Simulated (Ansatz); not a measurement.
# C₂H₇NOSi: basis-set convergence

The task here is to estimate one member of a computed series from the others.

The runs use Ansatz 0.2.0, Gaussian basis; one geometry, several basis sets.

Plan: PBE0-D4/def2-SVP; ωB97M-V/def2-SVP; PBE0-D4/def2-QZVPP; ωB97M-V/def2-QZVPP; the functionals' def2-TZVPP values are taken from earlier runs.

### The relaxed structure

All runs share one geometry, relaxed beforehand with PBE0-D4 in a triple-zeta def2 set.

12 atoms, charge 0, spin multiplicity 1.

Atoms are counted from 1 here; the program's logs count them from 0.

Bond lengths: N1–C2 1.409 Å, N1–H6 1.012 Å, N1–H7 1.013 Å, C2–Si3 1.884 Å, C2–C4 1.461 Å, C2–O5 1.456 Å, Si3–H8 1.484 Å, Si3–H9 1.485 Å, Si3–H10 1.488 Å, C4–O5 1.415 Å, C4–H11 1.090 Å, C4–H12 1.089 Å. Angles: C2–N1–H6 112.1°, C2–N1–H7 112.7°, H6–N1–H7 108.9°, N1–C2–Si3 115.3°, N1–C2–C4 119.4°, N1–C2–O5 118.6°, Si3–C2–C4 119.4°, Si3–C2–O5 113.8°, C4–C2–O5 58.0°, C2–Si3–H8 108.5°, C2–Si3–H9 110.4°, C2–Si3–H10 109.1°, H8–Si3–H9 110.0°, H8–Si3–H10 110.0°, H9–Si3–H10 108.9°, C2–C4–O5 60.8°, C2–C4–H11 118.1°, C2–C4–H12 121.1° and more.

The first run:

in.yaml

```yaml
crystal:
  periodic: [false, false, false]
  atoms:
    - {symbol: N, position_ang: [-1.005271, 1.202410, 0.281452]}
    - {symbol: C, position_ang: [-0.274903, 0.043488, -0.050278]}
    - {symbol: Si, position_ang: [1.593161, 0.270403, -0.147842]}
    - {symbol: C, position_ang: [-0.821581, -1.268713, 0.285728]}
    - {symbol: O, position_ang: [-0.811755, -0.850458, -1.066017]}
    - {symbol: H, position_ang: [-0.871188, 1.942453, -0.395048]}
    - {symbol: H, position_ang: [-1.997061, 1.023520, 0.379669]}
    - {symbol: H, position_ang: [2.201102, -1.011909, -0.580341]}
    - {symbol: H, position_ang: [2.135176, 0.668773, 1.176281]}
    - {symbol: H, position_ang: [1.901639, 1.338891, -1.136243]}
    - {symbol: H, position_ang: [-1.804707, -1.310637, 0.754012]}
    - {symbol: H, position_ang: [-0.167612, -2.103420, 0.532628]}
basis:
  gaussian: {orbitals: def2-SVP}
hamiltonian: {xc: pbe0, dispersion: d4}
output: {orbitals: {seedname: orbitals}}
```

The run is started by

```console
ansatz run in.yaml --threads 4 --pin off --events-out ev --progress --plain --max-ram 10444MiB
```

Among the steps run: PBE0-D4 in def2-SVP; ωB97M-V in def2-SVP; PBE0-D4 in def2-QZVPP; ωB97M-V in def2-QZVPP.

One of the session's tables, all rows but one given; the rest of the session is left out.

It belongs to the step «Density functionals: the series». 

| functional | basis | HOMO (eV) | LUMO (eV) |
| --- | --- | --- | --- |
| PBE0-D4 | def2-SVP | -7.19 | 1.08 |
| PBE0-D4 | def2-TZVPP | -7.38 | 0.61 |
| PBE0-D4 | def2-QZVPP | ? | ? |
| ωB97M-V | def2-SVP | -9.54 | 2.90 |
| ωB97M-V | def2-TZVPP | -9.75 | 2.17 |
| ωB97M-V | def2-QZVPP | -9.80 | 1.64 |

Estimate the missing values for PBE0-D4, def2-QZVPP.

The run gave: HOMO (eV): -7.42; LUMO (eV): 0.37. In the column «HOMO (eV)» it lies between ωB97M-V, def2-SVP (-9.54) and PBE0-D4, def2-TZVPP (-7.38).
